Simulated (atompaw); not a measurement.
# Lu: the cost of one run

The numbers are computed with atompaw 4.2.0.5 (LDA (PW92), scalar-relativistic, spin-unpolarised reference atom).

### Step 1. The atom and the settings

Typed settings, in words:

| Property | Result |
| --- | --- |
| element | lutetium (Lu, Z = 71) |
| type | PAW |
| frozen core | [Kr] 4d10 |
| valence charge | 25 |
| reference configuration | 4f14 5s2 5p6 5d1 6s2 6p0 |
| partial waves | 5s (bound): rc 1.60 bohr; 6s (bound): rc 3.00 bohr; 5p (bound): rc 2.05 bohr; 6p (bound, empty): rc 1.95 bohr; 5d (bound): rc 3.00 bohr; 5d channel at 2.95 Ry: rc 3.00 bohr; 4f (bound): rc 0.65 bohr; 4f channel at 0.4 Ry: rc 0.65 bohr |
| local potential | troulliermartins scheme with l = 4 at 0.5 Ry, radius 3.00 bohr |
| core correction | smooth core density matched at 2.75 bohr |
| augmentation charge | besselshape compensation charge, radius 2.20 bohr; PAW radius 3.00 bohr; waves and projectors: custom rrkj vanderbiltortho |

An earlier all-electron run gives the scale for the radii.

All-electron outer shells of the reference configuration (LDA (PW92), scalar-relativistic, ld1.x):

```json
{"shell": "4p", "level (eV)": "-357.47", "outermost node (bohr)": "0.25", "outermost maximum (bohr)": "0.47"}
{"shell": "4d", "level (eV)": "-191.71", "outermost node (bohr)": "0.23", "outermost maximum (bohr)": "0.48"}
{"shell": "5s", "level (eV)": "-61.20", "outermost node (bohr)": "0.57", "outermost maximum (bohr)": "1.04"}
{"shell": "5p", "level (eV)": "-31.79", "outermost node (bohr)": "0.61", "outermost maximum (bohr)": "1.19"}
{"shell": "4f", "level (eV)": "-9.81", "outermost node (bohr)": "–", "outermost maximum (bohr)": "0.47"}
{"shell": "6s", "level (eV)": "-4.80", "outermost node (bohr)": "1.41", "outermost maximum (bohr)": "3.00"}
{"shell": "5d", "level (eV)": "-1.92", "outermost node (bohr)": "0.68", "outermost maximum (bohr)": "1.84"}
{"shell": "6p", "level (eV)": "-1.40", "outermost node (bohr)": "1.73", "outermost maximum (bohr)": "4.32"}
```

### Step 2. The generation run

Input file Lu.input:

```
Lu 71
LDA-PW scalarrelativistic loggrid 2001 logderivrange -6 5 276
6 6 5 4 0 0
6 1 0
5 2 1
0 0 0
c
c
c
c
v
v
c
c
c
v
v
c
c
v
v
3
3.00 2.20 3.00 2.75
n
n
y
2.95
n
y
0.4
n
custom rrkj vanderbiltortho besselshape
4 0.5 troulliermartins
1.60
3.00
2.05
1.95
3.00
3.00
0.65
0.65
PWSCFOUT
UPFDX 0.0125d0 UPFXMIN -7.d0 UPFZMESH 71.d0
END
```

Command:

```sh
$ atompaw < Lu.input > Lu.log
```

**Question.** How long does this run take on 1 thread of Intel Xeon 6975P-C, shared host?

About 7.6 s.
